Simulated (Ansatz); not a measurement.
Crystal: CaBr.

```
Br Ca
1.0
     4.08415    0.00000    0.00000
    -2.04207    3.53698    0.00000
     0.00000    0.00000    9.67213
Br Ca
2 2
Direct
  0.66667 0.33333 0.53449
  0.33333 0.66667 0.03449
  0.66667 0.33333 0.84051
  0.33333 0.66667 0.34051
```

The cell comes from a database or a generator and needn't be the stable form of this composition.

| Item | Value |
| --- | --- |
| Program | Ansatz 0.2.0 |
| Task | relaxation of cell and atoms |
| Functional | PBE |
| Potentials or basis | Ansatz PAW earlier set |
| Cutoff | 800 eV |
| Density cutoff | 3200 eV |
| k mesh | 8 × 8 × 3 |
| Occupations | fermi-dirac, width 0.05 eV |
| Spin | no spin polarisation |

At the start: volume 34.93 Å³/atom.

Where does the relaxation end?

It ends after 4 steps and the volume is 35.38 Å³/atom (+1.3 %); space group P6_3mc (No. 186, to 0.05 Å).

The path:
```
step  energy change (eV)  largest force (eV/Å)  volume (Å³)
   1              0.0000                0.1257       139.72
   2             -0.0134                0.0227       140.97
   3             -0.0141                0.0018       141.53
   4             -0.0141                0.0018       141.53
```

Final structure:
```
Br Ca
1.0
     4.07223    0.00000    0.00000
    -2.03611    3.52665    0.00000
     0.00000    0.00000    9.85460
Br Ca
2 2
Direct
  0.66667 0.33333 0.53678
  0.33333 0.66667 0.03678
  0.66667 0.33333 0.83822
  0.33333 0.66667 0.33822
```

Caveat: the plane-wave basis is chosen anew once the cell has moved, so the energies of steps on either side of that aren't comparable.
